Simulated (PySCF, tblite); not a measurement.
**C6H12BN: geometry, infrared bands and NMR shifts**

Wanted: the infrared bands and NMR shifts of C6H12BN (`BN1C[C@H]2CC[C@H]2C1`), by calculation.

Computed with tblite 0.8.0 and PySCF 2.14.0, with density-fitted response routines of our own, on a single molecule in the gas phase. Atoms count from 0, in the outputs and in this text.

### 1 The molecule as given

20 atoms, charge 0, multiplicity 1; geometry from: force field or distance geometry start.

Bonds of the start (Å): B0–N1 1.55, N1–C2 1.45, C2–C3 1.53, C3–C4 1.53, C4–C5 1.51, C5–C6 1.54, C6–C7 1.53, C7–N1 1.48, C6–C3 1.52, B0–H8 1.18, B0–H9 1.17, C2–H10 1.11, C2–H11 1.11, C3–H12 1.11, C4–H13 1.12, C4–H14 1.12, C5–H15 1.11, C5–H16 1.11, C6–H17 1.11, C7–H18 1.11, C7–H19 1.11.

### 2 Optimising the geometry with GFN2-xTB

Job settings and geometry (Å):

```
{"job": {"kind": "relax", "xc": "GFN2-xTB", "basis": "xTB"}, "charge": 0, "multiplicity": 1}
B      2.761400     0.027700    -0.524300
N      1.246800    -0.253000    -0.383500
C      0.434700     0.756700    -1.028300
C     -0.913900     0.782300    -0.306000
C     -1.866400    -0.362100    -0.672200
C     -1.608300    -1.027900     0.660900
C     -0.651800     0.114300     1.035400
C      0.833900    -0.258800     1.034700
H      3.221400     1.035100    -0.112300
H      3.447600    -0.761700    -1.047900
H      0.871400     1.776500    -0.947000
H      0.289400     0.513500    -2.106400
H     -1.407500     1.772600    -0.213800
H     -1.513100    -0.979700    -1.538900
H     -2.919500    -0.003100    -0.777300
H     -1.111800    -2.017000     0.569100
H     -2.508200    -1.044700     1.310900
H     -0.986200     0.702800     1.917000
H      0.992700    -1.262600     1.487700
H      1.382300     0.499800     1.639200
```

The run is started by

```bash
OMP_NUM_THREADS=1 python probes_run.py task.json out
```

This one command runs all jobs of the session in turn.

**Question.** This job is followed by: GFN2-xTB harmonic vibrations, gas phase; GIAO PBE0/pcSseg-1 NMR shielding, non-relativistic, gas phase. Predict these results of the whole session: strongest single infrared mode (GFN2-xTB); zero-point energy (GFN2-xTB); 13C shifts against TMS (PBE0/pcSseg-1, means over atoms taken as alike); 1H shifts against TMS (PBE0/pcSseg-1, means over atoms taken as alike); 11B shifts against BF3·OEt2 (PBE0/pcSseg-1); 15N shifts against NH3 (PBE0/pcSseg-1).

As calculated:

| quantity | value |
| --- | --- |
| strongest single infrared mode (GFN2-xTB) | 2625 cm⁻¹, 198 km/mol |
| zero-point energy (GFN2-xTB) | 108.7 kcal/mol |
| 13C shifts against TMS (PBE0/pcSseg-1, means over atoms taken as alike) | 64.3, 39.3, 24.6 ppm |
| 1H shifts against TMS (PBE0/pcSseg-1, means over atoms taken as alike) | 4.84, 3.55, 3.41, 2.63, 2.21, 1.52 ppm |
| 11B shifts against BF3·OEt2 (PBE0/pcSseg-1) | 34.4 ppm |
| 15N shifts against NH3 (PBE0/pcSseg-1) | 167.8 ppm |

What this shows: The optimisation took 86 steps and gained 1.667 eV; among the close pairs (by a distance rule), B0–N1 changed most, from 1.547 to 1.374 Å. All 54 modes are real, so the xTB geometry is a minimum. The strongest single mode, at 2625 cm⁻¹, moves mainly H9 and H8. Unscaled tight-binding wavenumbers are off by several per cent, some by more. Its intensities can rank the bands wrongly. At PBE0/pcSseg-1: The largest span, 202 ppm, is at N1, where the paramagnetic term is -225 ppm.
